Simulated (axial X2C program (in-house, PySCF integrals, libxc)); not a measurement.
**Linear ClCuCl⁺ at several levels**

An exercise on one series of results from a longer session: the logs are not shown, and one member is left open.

Program: an in-house X2C program for linear molecules on PySCF integrals. Level of theory: all-electron X2C, two-component (2c) or spin-free, Cl dyall-av3z, Cu dyall-v3z. These are calculated values, not measurements.

All values are calculated.

2 further runs of the same task are left out: 2 set aside as unsound or not needed.

Set-up of the first run:

The input, task.json:

```json
{"zs": [17, 29, 17], "q": 1, "bas": ["dyall-av3z", "dyall-v3z", "dyall-av3z"], "r0": [2.11, 2.11], "symm": 1, "scan": ["PBE0", "HF", "r2SCAN"], "levels": ["PBE0", "HF", "LDA"], "nst": 2}
```

Keys: zs atomic numbers; q charge; bas basis sets; r0 starting distance in Å; symm equal bonds; scan levels of the two-bond scan; levels methods; nst determinants followed.

On the command line:

```bash
$ python solin.py task.json out
```

Masses Cl 34.969, Cu 62.930, Cl 34.969 u.

Steps of the session up to this table: Scan at PBE0, 2c; Scan at r2SCAN, 2c; Scan at PBE0, spin-free.

One of the session's tables, all rows but one given; the rest of the session is left out.

| level | r(Cl–Cu) (Å) | r(Cu–Cl) (Å) | lower stretch (cm⁻¹) | upper stretch (cm⁻¹) |
| --- | --- | --- | --- | --- |
| PBE0, 2c | 2.011 | 2.011 | 370.2 | 545.5 |
| r2SCAN, 2c | ? | ? | ? | ? |
| PBE0, spin-free | 2.011 | 2.011 | 370.5 | 545.6 |
| HF, spin-free | 1.988 | 1.988 | 449.9 | 629.4 |
| r2SCAN, spin-free | 2.018 | 2.018 | 364.6 | 530.6 |

Estimate the missing values for r2SCAN, 2c.

**Answer.** r(Cl–Cu) (Å): 2.018; r(Cu–Cl) (Å): 2.018; lower stretch (cm⁻¹): 364.3; upper stretch (cm⁻¹): 530.1.

Scans not shown above were run alike.

Caveats from the session: The molecule was held linear; bending was not examined, so a bent shape may lie lower.
